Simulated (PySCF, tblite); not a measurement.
**C₅H₁₅NOSi: geometry, infrared bands, NMR shifts, electronic excitations and core binding energies**

Aim: predict the infrared bands, NMR shifts, electronic excitations and core binding energies of C₅H₁₅NOSi (`CC(C)[Si@H](O)N(C)C`).

Computed with tblite 0.8.0 and PySCF 2.14.0, with density-fitted response routines of our own, on a single molecule in the gas phase. Atoms are numbered from 0 throughout.

### 1 Starting geometry

23 atoms, charge 0, multiplicity 1; geometry from: force field or distance geometry start.

Bonds of the start (Å): C0–C1 1.55, C1–C2 1.54, C1–Si3 1.90, Si3–O4 1.64, Si3–N5 1.73, N5–C6 1.47, N5–C7 1.47, C0–H8 1.10, C0–H9 1.09, C0–H10 1.09, C1–H11 1.11, C2–H12 1.09, C2–H13 1.10, C2–H14 1.11, Si3–H15 1.48, O4–H16 0.97, C6–H17 1.10, C6–H18 1.10, C6–H19 1.09, C7–H20 1.09, C7–H21 1.10, C7–H22 1.10.

### 2 Relaxing the molecule with GFN2-xTB

What the job is given:

```
{"job": {"kind": "relax", "xc": "GFN2-xTB", "basis": "xTB"}, "charge": 0, "multiplicity": 1}
C      2.294300    -1.704400    -0.332600
C      1.249000    -0.773400     0.322500
C      1.981900     0.432600     0.940000
Si    -0.170100    -0.301100    -0.849800
O      0.338300     0.660000    -2.074900
N     -1.377000     0.641900    -0.048200
C     -2.495300     1.200200    -0.824100
C     -1.891400     0.236400     1.270800
H      1.819900    -2.616600    -0.715400
H      2.786400    -1.207300    -1.164800
H      3.049600    -2.008000     0.387500
H      0.797200    -1.344400     1.159300
H      2.739700     0.116500     1.654600
H      2.462600     1.042000     0.160800
H      1.274500     1.093200     1.483600
H     -0.834500    -1.514400    -1.363700
H      0.465000     1.592100    -1.825800
H     -3.216100     0.412800    -1.102400
H     -3.028300     1.971200    -0.243800
H     -2.144900     1.692400    -1.730300
H     -1.093300    -0.001900     1.971900
H     -2.551500    -0.642800     1.184700
H     -2.460700     1.050100     1.750000
```

Started as:

```
$ OMP_NUM_THREADS=1 python probes_run.py task.json out
```

The driver reads the jobs from task.json and runs them one after another.

**Question.** This job is followed by: GFN2-xTB harmonic vibrations, gas phase; PBE0-D3(BJ)/def2-SVP geometry optimisation, gas phase; GIAO PBE0/pcSseg-1 NMR shielding, non-relativistic, gas phase; TDDFT B3LYP/def2-SVPD, vertical, gas phase, core orbitals frozen in the response; GIAO mPW1PW91/pcSseg-1 NMR shielding, non-relativistic, gas phase; delta-SCF UKS SCAN, pcX-2 on the ionised atom, pcseg-1 elsewhere, spin-free X2C. What will the session give for the following? strongest single infrared mode (GFN2-xTB); zero-point energy (GFN2-xTB); point group; rotational constants (main isotopes); ¹³C shifts against TMS (PBE0/pcSseg-1, means over atoms taken as alike); ¹H shifts against TMS (PBE0/pcSseg-1, means over atoms taken as alike); ²⁹Si shifts against TMS (PBE0/pcSseg-1); ¹⁷O shifts against H2O (PBE0/pcSseg-1); ¹⁵N shifts against NH3 (PBE0/pcSseg-1); lowest singlet (B3LYP/def2-SVPD); brightest single state of those computed; lowest triplet; vertical ionisation energy (ΔSCF); C1s binding energies, SCAN/pcX-2; Si1s binding energies, SCAN/pcX-2; Si2p binding energies, SCAN/pcX-2; O1s binding energies, SCAN/pcX-2; N1s binding energies, SCAN/pcX-2; range of the shift of N5.

As calculated:

| quantity | value |
| --- | --- |
| strongest single infrared mode (GFN2-xTB) | 824 cm⁻¹, 335 km/mol |
| zero-point energy (GFN2-xTB) | 123.4 kcal/mol |
| point group | C1 |
| rotational constants (main isotopes) | 2.42, 1.16, 0.95 GHz |
| ¹³C shifts against TMS (PBE0/pcSseg-1, means over atoms taken as alike) | 37.3, 17.6, 16.1, 13.7 ppm |
| ¹H shifts against TMS (PBE0/pcSseg-1, means over atoms taken as alike) | 4.57, 2.46, 1.06, 0.88, 0.65, 0.47 ppm |
| ²⁹Si shifts against TMS (PBE0/pcSseg-1) | -6.5 ppm |
| ¹⁷O shifts against H2O (PBE0/pcSseg-1) | 29.3 ppm |
| ¹⁵N shifts against NH3 (PBE0/pcSseg-1) | 31.8 ppm |
| lowest singlet (B3LYP/def2-SVPD) | 5.39 eV (230 nm), f = 0.013 |
| brightest single state of those computed | state 2, 5.73 eV, f = 0.034 |
| lowest triplet | 5.26 eV |
| vertical ionisation energy (ΔSCF) | 8.22 eV |
| C1s binding energies, SCAN/pcX-2 | C6 291.32, C2 290.49, C0 290.40, C1 289.94 eV |
| Si1s binding energies, SCAN/pcX-2 | Si3 1846.63 eV |
| Si2p binding energies, SCAN/pcX-2 | Si3 106.86 eV |
| O1s binding energies, SCAN/pcX-2 | O4 538.03 eV |
| N1s binding energies, SCAN/pcX-2 | N5 404.10 eV |
| range of the shift of N5 | 30.8 to 31.8 ppm |

The optimisation took 104 steps and gained 0.249 eV; among the close pairs (by a distance rule), N5–C7 changed most, from 1.473 to 1.442 Å (GFN2-xTB). No mode is imaginary among the 63: a minimum at this level. The strongest single mode, at 824 cm⁻¹, moves mainly H16. Unscaled tight-binding wavenumbers are off by several per cent, some by more. Its intensities can rank the bands wrongly. The optimisation took 7 steps and gained 0.276 eV; among the close pairs (by a distance rule), Si3–O4 changed most, from 1.620 to 1.674 Å (PBE0/def2-SVP). C6, C7 (mean) (methyl carbon bonded to N) lies farthest downfield among carbon, at 37.3 ppm; deshielded by the electronegative neighbour. At PBE0/pcSseg-1: The widest tensor belongs to O4: span 86 ppm, with a paramagnetic part of -87 ppm. The lowest singlet, at 5.39 eV, is HOMO→LUMO 0.96 and is weak; of the 10 states computed, the strongest absorption comes from state 2 at 5.73 eV. The lowest triplet lies 0.13 eV below the lowest singlet (triplets in Tamm-Dancoff, singlets in full TDDFT). The orbital energy would give 6.16 eV for ionisation, ΔSCF gives 8.22 eV. C6 (methyl carbon bonded to N) binds its C1s electron 1.38 eV more tightly than C1 (sp3 CH bonded to Si). In ppm, N5 moves most: its shift spreads over 1.0 ppm, from 30.8 (mPW1PW91/pcSseg-1) to 31.8 (PBE0/pcSseg-1).
